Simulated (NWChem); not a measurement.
# Tetragonal strain in BN (zincblende structure): splitting of valleys and valence bands

The numbers come from NWChem runs, not from measurements. Level: revPBE, default library pseudopotentials (valence charges N 5, B 3), cutoff 40 Ha, shifted 4×4×4 mesh, two-atom cell, no spin-orbit coupling. The cubic cell (a = 3.618 Å, near this level's equilibrium) is stretched by 1 + δ along x and y and by (1 + δ)^−2 along z, at constant volume; symmetry keeps the atoms on their sites. The table gives the lowest empty level on the line to X along z less that along x, and the single valence level at Γ less the pair from which it splits.

```tsv
δ	ε_zz − ε_xx	valley splitting (eV)	valence splitting (eV)
-0.020	0.0612	?	?
-0.010	0.0303	0.522	-0.313
-0.005	0.0151	0.260	-0.152
0.005	-0.0149	-0.257	0.144
0.010	-0.0297	-0.510	0.279
0.020	-0.0588	-1.007	0.534
```

**Question.** The valley splitting goes as Ξᵤ(ε_zz − ε_xx) and, without spin-orbit coupling, the valence splitting as 3b(ε_zz − ε_xx). Fit both through zero and predict the withheld row.

**Answer.** Ξᵤ ≈ 17.1 eV and 3b ≈ -9.4 eV, so b ≈ -3.1 eV; the rows leave the lines by up to 0.028 eV. Predicted against computed: valley 1.050 against 1.056 eV, valence -0.575 against -0.661 eV.
